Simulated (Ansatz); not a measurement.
**C2H3BF2O: two geometries relaxed**

Are the two ends of the rotation by 120° about the B2–C4 bond separate minima, and which lies lower? Each is relaxed from a guess. SMILES of the start: FB(F)C1CO1.

Method: RKS BHLYP/6-31G, in Ansatz 0.2.0.

**1. The starting structure**

Bond lengths: F1–B2 1.381 Å, B2–F3 1.420 Å, B2–C4 1.620 Å, C4–C5 1.487 Å, C4–O6 1.350 Å, C5–O6 1.417 Å, C4–H7 1.112 Å, C5–H8 1.118 Å, C5–H9 1.050 Å. Angles (14 of 16 angles, heavy atoms first): F1–B2–F3 119.2°, F1–B2–C4 122.1°, F3–B2–C4 118.6°, B2–C4–C5 115.9°, B2–C4–O6 112.1°, C5–C4–O6 59.7°, C4–C5–O6 55.3°, C4–O6–C5 64.9°, B2–C4–H7 120.1°, C5–C4–H7 118.7°, O6–C4–H7 115.2°, C4–C5–H8 118.4°, C4–C5–H9 115.2°, O6–C5–H8 108.0°.

As a file:

```xyz
9

F    -1.8265    0.7279    1.1039
B    -0.5191    0.3064    1.2454
F     0.1686    0.5778    2.4577
C     0.2399   -0.5467    0.0969
C     0.1940    0.0254   -1.2744
O     1.3077    0.1114   -0.4023
H     0.3735   -1.6447    0.2141
H    -0.2217    1.0545   -1.4074
H     0.3720   -0.6583   -2.0510
```

**2. End point A**

input.yaml reads:

```yaml
crystal:
  periodic: [false, false, false]
  atoms:
    - { symbol: F, position_ang: [-1.8265, 0.7279, 1.1039] }
    - { symbol: B, position_ang: [-0.5191, 0.3064, 1.2454] }
    - { symbol: F, position_ang: [0.1686, 0.5778, 2.4577] }
    - { symbol: C, position_ang: [0.2399, -0.5467, 0.0969] }
    - { symbol: C, position_ang: [0.194, 0.0254, -1.2744] }
    - { symbol: O, position_ang: [1.3077, 0.1114, -0.4023] }
    - { symbol: H, position_ang: [0.3735, -1.6447, 0.2141] }
    - { symbol: H, position_ang: [-0.2217, 1.0545, -1.4074] }
    - { symbol: H, position_ang: [0.372, -0.6583, -2.051] }
basis:
  gaussian: { orbitals: "6-31G" }
hamiltonian:
  xc: { name: BHLYP }
relax:
  f_tol: 0.015
  max_steps: 40
```

On the command line:

```bash
> ansatz run input.yaml --threads 1 --pin off --max-ram 2048MiB --backend cpu --events-out ev --progress --plain --runs-dir out
```

The program printed, shortened:

```text
Warning: RAYON_NUM_THREADS=1 ignored (pool sized by the plan → 1); use --threads N
[...]
Functional definition: BHLYP
[...]
786 factors; integrals over basis functions are off by at most 1.8e-4 eV
[...]
mean field -10273.00930086 eV, -377.5261285107 hartree, gradient 2.4e-5 eV, S^2 0.000000; 0 other end points of the search recorded, 0 dependent functions left out
[...]
reference -10273.00941250 eV, -377.5261326134 hartree; 23, 23 occupied and 37, 37 virtual orbitals, 786 factors
relax step   1: F+E_penalty+E_count = -10273.00930086 eV  Δ(F+E_penalty+E_count) = +0.000e0 eV  max|allowed force component| = 5.099e0 eV/Å  Δτ_max = 0.0000 Å  (26 SCF iters, accepted)
[...]
relax step   4: F+E_penalty+E_count = -10273.70871791 eV  Δ(F+E_penalty+E_count) = -5.258e-2 eV  max|allowed force component| = 5.067e-1 eV/Å  Δτ_max = 0.1568 Å  (32 SCF iters, accepted)
[...]
relax step   7: F+E_penalty+E_count = -10273.74665641 eV  Δ(F+E_penalty+E_count) = -8.174e-3 eV  max|allowed force component| = 5.011e-1 eV/Å  Δτ_max = 0.1618 Å  (30 SCF iters, accepted)
[...]
relax step  10: F+E_penalty+E_count = -10273.82000373 eV  Δ(F+E_penalty+E_count) = -3.365e-2 eV  max|allowed force component| = 3.353e-1 eV/Å  Δτ_max = 0.1333 Å  (29 SCF iters, accepted)
[...]
relax step  11: F+E_penalty+E_count = -10273.84876241 eV  Δ(F+E_penalty+E_count) = -2.876e-2 eV  max|allowed force component| = 2.995e-1 eV/Å  Δτ_max = 0.1997 Å  (35 SCF iters, accepted)
[...]
relax step  12: F+E_penalty+E_count = -10273.86581405 eV  Δ(F+E_penalty+E_count) = -1.705e-2 eV  max|allowed force component| = 2.341e-1 eV/Å  Δτ_max = 0.1995 Å  (29 SCF iters, accepted)
[...]
786 factors; integrals over basis functions are off by at most 1.6e-4 eV
[...]
```

**3. The log goes on: end point A relaxed**

The log, continued, shortened:

```text
mean field -10273.87011844 eV, -377.5577629733 hartree, gradient 1.9e-5 eV, S^2 0.000000; 0 other end points of the search recorded, 0 dependent functions left out
[...]
reference -10273.87023085 eV, -377.5577671043 hartree; 23, 23 occupied and 37, 37 virtual orbitals, 786 factors
relax step  13: F+E_penalty+E_count = -10273.87011844 eV  Δ(F+E_penalty+E_count) = -4.304e-3 eV  max|allowed force component| = 1.685e-1 eV/Å  Δτ_max = 0.0306 Å  (29 SCF iters, accepted)
[...]
relax step  15: F+E_penalty+E_count = -10273.87597423 eV  Δ(F+E_penalty+E_count) = -5.856e-3 eV  max|allowed force component| = 6.967e-2 eV/Å  Δτ_max = 0.0727 Å  (29 SCF iters, accepted)
[...]
relax step  17: F+E_penalty+E_count = -10273.87825905 eV  Δ(F+E_penalty+E_count) = +1.029e-4 eV  max|allowed force component| = 1.447e-1 eV/Å  Δτ_max = 0.0566 Å  (28 SCF iters, rejected (line search))
[...]
Total energy: -10273.87904124 eV, -377.5580908801 hartree
Atom 0 at    -0.964384     1.516901     1.084623 Å, force     0.001527    -0.003828     0.003275 eV/Å
Atom 1 at    -0.433966     0.290825     1.272202 Å, force    -0.003655    -0.000662    -0.000859 eV/Å
Atom 2 at    -0.674817    -0.299884     2.461081 Å, force     0.000605     0.002904    -0.003417 eV/Å
Atom 3 at     0.367433    -0.411859     0.163793 Å, force     0.001445     0.003065     0.003278 eV/Å
Atom 4 at     0.093486    -0.081872    -1.257542 Å, force    -0.000849     0.003549     0.000926 eV/Å
Atom 5 at     1.250179     0.509387    -0.612672 Å, force     0.001400    -0.003180     0.000093 eV/Å
Atom 6 at     0.824326    -1.362716     0.376409 Å, force     0.000260     0.001318    -0.000901 eV/Å
Atom 7 at    -0.691256     0.613170    -1.498206 Å, force    -0.000342    -0.001422    -0.000902 eV/Å
Atom 8 at     0.317401    -0.820252    -2.006788 Å, force    -0.000391    -0.001743    -0.001492 eV/Å
Dipole moment:    -0.195224    -0.478104    -0.361484 e Å
```

Wall time 55 s (1 thread of Arm Neoverse V2, shared host); peak memory 0.15 GiB.

The steps of the relaxation:

```tsv
step	energy from step 1 (eV)	largest force component (eV/Å)
1	0.0000	5.0990
2	-0.4245	2.1797
3	-0.6468	0.9003
4	-0.6994	0.5067
5	-0.7213	0.1649
6	-0.7292	0.1022
7	-0.7374	0.5011
8	-0.7515	0.4972
9	-0.7771	0.6183
10	-0.8107	0.3353
11	-0.8395	0.2995
12	-0.8565	0.2341
13	-0.8608	0.1685
14x	-0.8603	0.5129
15	-0.8667	0.0697
16	-0.8691	0.0297
17x	-0.8690	0.1447
18	-0.8693	0.0553
19	-0.8696	0.0417
20	-0.8696	0.0221
21	-0.8696	0.0038
```

Step 1 is the start. 2 steps were tried and not accepted (marked x).

After: Bond lengths: F1–B2 1.349 Å, B2–F3 1.349 Å, B2–C4 1.538 Å, C4–C5 1.485 Å, C4–O6 1.494 Å, C5–O6 1.450 Å, C4–H7 1.076 Å, C5–H8 1.076 Å, C5–H9 1.076 Å. Angles (14 of 16 angles, heavy atoms first): F1–B2–F3 116.8°, F1–B2–C4 121.3°, F3–B2–C4 121.9°, B2–C4–C5 119.5°, B2–C4–O6 113.6°, C5–C4–O6 58.3°, C4–C5–O6 61.2°, C4–O6–C5 60.5°, B2–C4–H7 118.9°, C5–C4–H7 117.6°, O6–C4–H7 113.4°, C4–C5–H8 119.5°, C4–C5–H9 118.4°, O6–C5–H8 114.7°.

**4. Relaxing end B**

The second end starts from a geometry with the move made by hand.

input.yaml reads:

```yaml
crystal:
  periodic: [false, false, false]
  atoms:
    - { symbol: F, position_ang: [-1.8265, 0.7279, 1.1039] }
    - { symbol: B, position_ang: [-0.5191, 0.3064, 1.2454] }
    - { symbol: F, position_ang: [0.1686, 0.5778, 2.4577] }
    - { symbol: C, position_ang: [0.2399, -0.5467, 0.0969] }
    - { symbol: C, position_ang: [-0.25742, -1.93076, -0.1197] }
    - { symbol: O, position_ang: [-0.56894, -0.82379, -0.94785] }
    - { symbol: H, position_ang: [1.29307, -0.30888, -0.17043] }
    - { symbol: H, position_ang: [-1.19397, -2.24687, 0.4023] }
    - { symbol: H, position_ang: [0.41816, -2.58041, -0.59276] }
basis:
  gaussian: { orbitals: "6-31G" }
hamiltonian:
  xc: { name: BHLYP }
relax:
  f_tol: 0.015
  max_steps: 40
output:
  orbitals: {}
```

On the command line:

```bash
> ansatz run input.yaml --threads 1 --pin off --max-ram 2048MiB --backend cpu --events-out ev --progress --plain --runs-dir out
```

The program printed, shortened:

```text
Warning: RAYON_NUM_THREADS=1 ignored (pool sized by the plan → 1); use --threads N
[...]
[... 1 set-up line as earlier in the session ...]
[...]
787 factors; integrals over basis functions are off by at most 1.8e-4 eV
[...]
mean field -10273.13136676 eV, -377.5306143499 hartree, gradient 2.6e-5 eV, S^2 0.000000; 0 other end points of the search recorded, 0 dependent functions left out
[...]
reference -10273.13147825 eV, -377.5306184471 hartree; 23, 23 occupied and 37, 37 virtual orbitals, 787 factors
relax step   1: F+E_penalty+E_count = -10273.13136676 eV  Δ(F+E_penalty+E_count) = +0.000e0 eV  max|allowed force component| = 4.505e0 eV/Å  Δτ_max = 0.0000 Å  (26 SCF iters, accepted)
[...]
relax step   4: F+E_penalty+E_count = -10273.82811581 eV  Δ(F+E_penalty+E_count) = -2.434e-2 eV  max|allowed force component| = 7.577e-1 eV/Å  Δτ_max = 0.1064 Å  (30 SCF iters, accepted)
[...]
Total energy: -10273.87903096 eV, -377.5580905024 hartree
Atom 0 at    -1.808603     0.255802     1.386456 Å, force     0.000483    -0.000952    -0.000043 eV/Å
Atom 1 at    -0.465354     0.283548     1.267131 Å, force    -0.004907     0.000223     0.000742 eV/Å
Atom 2 at     0.204586     1.074718     2.130629 Å, force     0.001216     0.001422    -0.001536 eV/Å
Atom 3 at     0.264467    -0.582214     0.227119 Å, force    -0.000097    -0.000640     0.000067 eV/Å
Atom 4 at    -0.345502    -1.861096    -0.216922 Å, force     0.002935    -0.010871    -0.000964 eV/Å
Atom 5 at    -0.456805    -0.697894    -1.075157 Å, force     0.002733     0.009738     0.002484 eV/Å
Atom 6 at     1.329473    -0.473789     0.117561 Å, force     0.000966     0.001407    -0.002600 eV/Å
Atom 7 at    -1.271810    -2.187422     0.221563 Å, force    -0.000977     0.001404     0.000652 eV/Å
Atom 8 at     0.303349    -2.636962    -0.582920 Å, force    -0.002352    -0.001730     0.001199 eV/Å
Dipole moment:     0.335652    -0.520047     0.112756 e Å
```

Run time: 37 s. Hardware: 1 thread of Arm Neoverse V2, shared host; peak memory 0.16 GiB.

The steps of the relaxation:

```tsv
step	energy from step 1 (eV)	largest force component (eV/Å)
1	0.0000	4.5050
2	-0.5780	2.1797
3	-0.6724	0.7407
4	-0.6967	0.7577
5	-0.7157	0.2043
6	-0.7261	0.0857
7	-0.7395	0.2220
8x	-0.7284	0.6170
9	-0.7441	0.0731
10	-0.7447	0.0620
11	-0.7469	0.0241
12x	-0.7462	0.2199
13	-0.7473	0.0501
14	-0.7476	0.0109
```

Step 1 is the start. 2 steps were tried and not accepted (marked x).

After: Bond lengths: F1–B2 1.349 Å, B2–F3 1.349 Å, B2–C4 1.537 Å, C4–C5 1.485 Å, C4–O6 1.493 Å, C5–O6 1.450 Å, C4–H7 1.076 Å, C5–H8 1.076 Å, C5–H9 1.076 Å. Angles (14 of 16 angles, heavy atoms first): F1–B2–F3 116.7°, F1–B2–C4 121.4°, F3–B2–C4 121.8°, B2–C4–C5 119.5°, B2–C4–O6 113.8°, C5–C4–O6 58.3°, C4–C5–O6 61.2°, C4–O6–C5 60.6°, B2–C4–H7 118.8°, C5–C4–H7 117.6°, O6–C4–H7 113.4°, C4–C5–H8 119.6°, C4–C5–H9 118.4°, O6–C5–H8 114.7°.

**5. Outcome**

```
                           quantity                     value
                              end A  18 moves, 0.870 eV lower
                              end B  11 moves, 0.748 eV lower
largest difference between the ends                    0.02 Å
            end B relative to end A                 +0.000 eV
```

**Reading.** The two relaxations end at one structure, within 0.02 Å: no second minimum was found from this start, which doesn't rule one out. The basis is very small, so the numbers are rough.
